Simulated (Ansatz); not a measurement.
**C2H3AlS2: small, medium and large basis sets**

Aim: see how fast density functionals converge with the basis set for C2H3AlS2.

Computed with Ansatz 0.2.0, Gaussian basis. Level: one geometry, several basis sets.

The runs, in order: PBE0-D4/def2-SVP; ωB97M-V/def2-SVP; PBE0-D4/def2-QZVPP; ωB97M-V/def2-QZVPP; the functionals' def2-TZVPP values are taken from earlier runs.

## 1. The geometry

An earlier PBE0-D4 in a triple-zeta def2 set relaxation fixed the geometry.

SMILES `C=[C]1[AlH][S]S1`, 8 atoms, charge 0, spin multiplicity 1.

Atoms are counted from 1 here; the program's logs count them from 0.

Bond lengths: C1–C2 1.332 Å, C1–H6 1.085 Å, C1–H7 1.087 Å, C2–Al3 1.937 Å, C2–S5 1.775 Å, Al3–S4 2.182 Å, Al3–H8 1.576 Å, S4–S5 2.114 Å. Angles: C2–C1–H6 120.1°, C2–C1–H7 123.5°, H6–C1–H7 116.4°, C1–C2–Al3 140.0°, C1–C2–S5 123.8°, Al3–C2–S5 96.2°, C2–Al3–S4 88.5°, C2–Al3–H8 139.2°, S4–Al3–H8 132.3°, Al3–S4–S5 80.1°, C2–S5–S4 95.2°.

## 2. PBE0-D4 in def2-SVP

Input file in.yaml:

```yaml
crystal:
  periodic: [false, false, false]
  atoms:
    - {symbol: C, position_ang: [-1.517007, 0.372902, 0.234480]}
    - {symbol: C, position_ang: [-0.201114, 0.276220, 0.049611]}
    - {symbol: Al, position_ang: [1.157761, -1.067971, -0.265541]}
    - {symbol: S, position_ang: [2.645973, 0.527354, -0.304240]}
    - {symbol: S, position_ang: [0.900339, 1.667562, 0.041946]}
    - {symbol: H, position_ang: [-2.133868, -0.519266, 0.227505]}
    - {symbol: H, position_ang: [-2.032059, 1.316432, 0.397293]}
    - {symbol: H, position_ang: [1.272076, -2.630132, -0.436854]}
basis:
  gaussian: {orbitals: def2-SVP}
hamiltonian: {xc: pbe0, dispersion: d4}
output: {orbitals: {seedname: orbitals}}
```

The run is started by

```sh
$ ansatz run in.yaml --threads 2 --pin off --events-out ev --progress --plain --max-ram 4352MiB
```

Further steps of the session: ωB97M-V in def2-SVP; PBE0-D4 in def2-QZVPP; ωB97M-V in def2-QZVPP.

**Question.** What will the summary of the whole plan be? Wanted: PBE0-D4: double and triple zeta above quadruple; ωB97M-V: double and triple zeta above quadruple.

The runs gave:

```
                                       quantity           value
PBE0-D4: double and triple zeta above quadruple  13.28, 0.96 eV
ωB97M-V: double and triple zeta above quadruple  13.24, 0.92 eV
```

In words: PBE0-D4 gains 12.32 eV from double to triple zeta, then 0.96 eV more. These are total energies; as a rule much of such shifts cancels in differences, which this series doesn't test.
